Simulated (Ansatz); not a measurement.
# Ta8C9: the cost of one run

Method: DFT LDA, plane waves, PAW, scalar-relativistic, no spin polarisation, in Ansatz 0.2.0.

## 1. The starting structure

The cell holds 17 atoms (C9Ta8): a = 6.350 Å, b = 6.350 Å, c = 6.350 Å, α = 60.00°, β = 60.00°, γ = 60.00°.

The coordinates stand in the first input below.

## 2. Preparing the start

Input file input.yaml:

```yaml
crystal:
  lattice:
    - [0.0, 4.49, 4.49]
    - [4.49, 0.0, 4.49]
    - [4.49, 4.49, 0.0]
  atoms:
    - { symbol: Ta, position: [0.0, 0.0, 0.0] }
    - { symbol: C, position: [0.25, 0.25, 0.25] }
    - { symbol: Ta, position: [0.0, 0.0, 0.5] }
    - { symbol: C, position: [0.25, 0.25, 0.75] }
    - { symbol: Ta, position: [0.0, 0.5, 0.0] }
    - { symbol: C, position: [0.25, 0.75, 0.25] }
    - { symbol: Ta, position: [0.0, 0.5, 0.5] }
    - { symbol: C, position: [0.25, 0.75, 0.75] }
    - { symbol: Ta, position: [0.5, 0.0, 0.0] }
    - { symbol: C, position: [0.75, 0.25, 0.25] }
    - { symbol: Ta, position: [0.5, 0.0, 0.5] }
    - { symbol: C, position: [0.75, 0.25, 0.75] }
    - { symbol: Ta, position: [0.5, 0.5, 0.0] }
    - { symbol: C, position: [0.75, 0.75, 0.25] }
    - { symbol: Ta, position: [0.5, 0.5, 0.5] }
    - { symbol: C, position: [0.75, 0.75, 0.75] }
    - { symbol: C, position: [0.1203425, 0.1374485, 0.1105856] }
basis:
  ecutwfc: 420.0
kpoints:
  mp_grid: { grid: [2, 2, 2] }
hamiltonian:
  xc: lda
  pseudopotentials: { kind: paw, azcp: { folder: soft_1 } }
scf:
  occupations: { method: fermi_dirac, width: 0.15 }
  lower_state_search: "off"
relax:
  f_tol: 0.08
  max_steps: 25
  adjacent_minimum: "off"
```

On the command line:

```bash
> ansatz run input.yaml --threads 1 --pin off --max-ram 3072MiB --backend cpu --events-out ev --progress --plain --runs-dir out
```

What time and memory should one allow on 1 thread of Intel Xeon 6975P-C (Granite Rapids), shared host?

About 37 s, with a peak of 0.48 GiB.
